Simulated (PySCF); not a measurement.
# [Gd(H2CO)]3+: other functionals and bases at one geometry

One table from this session's results is given with a row withheld; the runs are named, their logs left out.

Program: PySCF 2.14.0. Level of theory: several levels, as the steps say, no spin–orbit coupling. These are calculated values, not measurements.

1 further run of the same task is left out (for a known fault of the program).

### The starting structure

5 atoms, charge 3, spin multiplicity 1.

Bond lengths: Gd1–O2 2.093 Å, O2–C3 1.268 Å, C3–H4 1.114 Å, C3–H5 1.114 Å. Angles: Gd1–O2–C3 180.0°, O2–C3–H4 119.2°, O2–C3–H5 119.2°, H4–C3–H5 121.5°.

As a file:

```xyz
5
CH2GdO
Gd    0.0000    0.0000   -0.2026
O     0.0000    0.0000    1.8903
C     0.0000    0.0000    3.1582
H     0.9718    0.0000    3.7020
H    -0.9718    0.0000    3.7020
```

Formal oxidation states: Gd +3. Each metal's 7 4f electrons lie in its core potential, so multiplicities, spins and levels count the valence alone. An earlier session relaxed this geometry at PBE0, Gd lcecp-1-SVP with ECP53, O def2-SVP, C def2-SVP, H def2-SVP (singlet, point group C2v).

At PBE0 on the finer grid: E = -148.895093 Eh, HOMO -25.21 eV, LUMO -19.50 eV, Mulliken charge on Gd1 +2.45 e, largest force component 0.001 eV/Å. 

Levels to run: r2SCAN; M06-L; PBE0, TZVP. Hardware: 2 threads of Intel Xeon at 2.50GHz (Skylake/Cascade Lake), shared host.

The first run:

run.py (the lines that set the calculation) reads:

```python
mol = gto.M(atom='''
Gd     0.00000     0.00000    -0.20258
O      0.00000     0.00000     1.89031
C      0.00000     0.00000     3.15821
H      0.97175     0.00000     3.70196
H     -0.97175     0.00000     3.70196''',
    basis={'Gd': 'lcecp-1-SVP', 'O': 'def2-SVP', 'C': 'def2-SVP', 'H': 'def2-SVP'},
    ecp={'Gd': 'lcecp-1-SVP'},
    charge=3, spin=0)
mf = dft.RKS(mol, xc='R2SCAN')
mf.grids.atom_grid = (75, 302)  # f atoms: unpruned, at least (60, 302)
mf = mf.density_fit()  # fitting sets: Gd AutoAux, O def2-universal-JKFIT, C def2-universal-JKFIT, H def2-universal-JKFIT
mf.conv_tol = 1e-08; mf.max_cycle = 55
mf.kernel(dm0)  # dm0: the density of the relaxed state
```

On the command line:

```
$ OMP_NUM_THREADS=2 python run.py
```

Steps of the session up to this table: r2SCAN; M06-L; PBE0, TZVP.

One of the session's tables, all rows but one given; the rest of the session is left out.

```
              level  HOMO (eV)  gap (eV)  charge on Gd1 (e)  dipole (D)  largest force component (eV/Å)
PBE0 (relaxed here)     -25.21      5.71               2.45        4.80                            0.00
             r2SCAN          ?         ?                  ?           ?                               ?
              M06-L     -23.86      3.85               2.48        4.74                            0.57
         PBE0, TZVP     -25.17      5.75               2.53        4.85                            0.37
```

Estimate the missing values for r2SCAN.

**Answer.** HOMO (eV): -24.01; gap (eV): 3.98; charge on Gd1 (e): 2.44; dipole (D): 4.89; largest force component (eV/Å): 0.29. In the column «HOMO (eV)» it lies between PBE0, TZVP (-25.17) and M06-L (-23.86).

The dipole of a charged species depends on the origin, so these sizes hold for this origin alone.

In one basis the HOMO–LUMO gap runs from 3.85 eV (M06-L) to 5.71 eV (PBE0). The largest leftover force, 0.57 eV/Å with M06-L, stands at a geometry relaxed at another level. With 4f in the core, its levels are missing from HOMO and gap, and its count is fixed, so no charge can pass from the ligands into it. Total energies of different levels can't be compared.
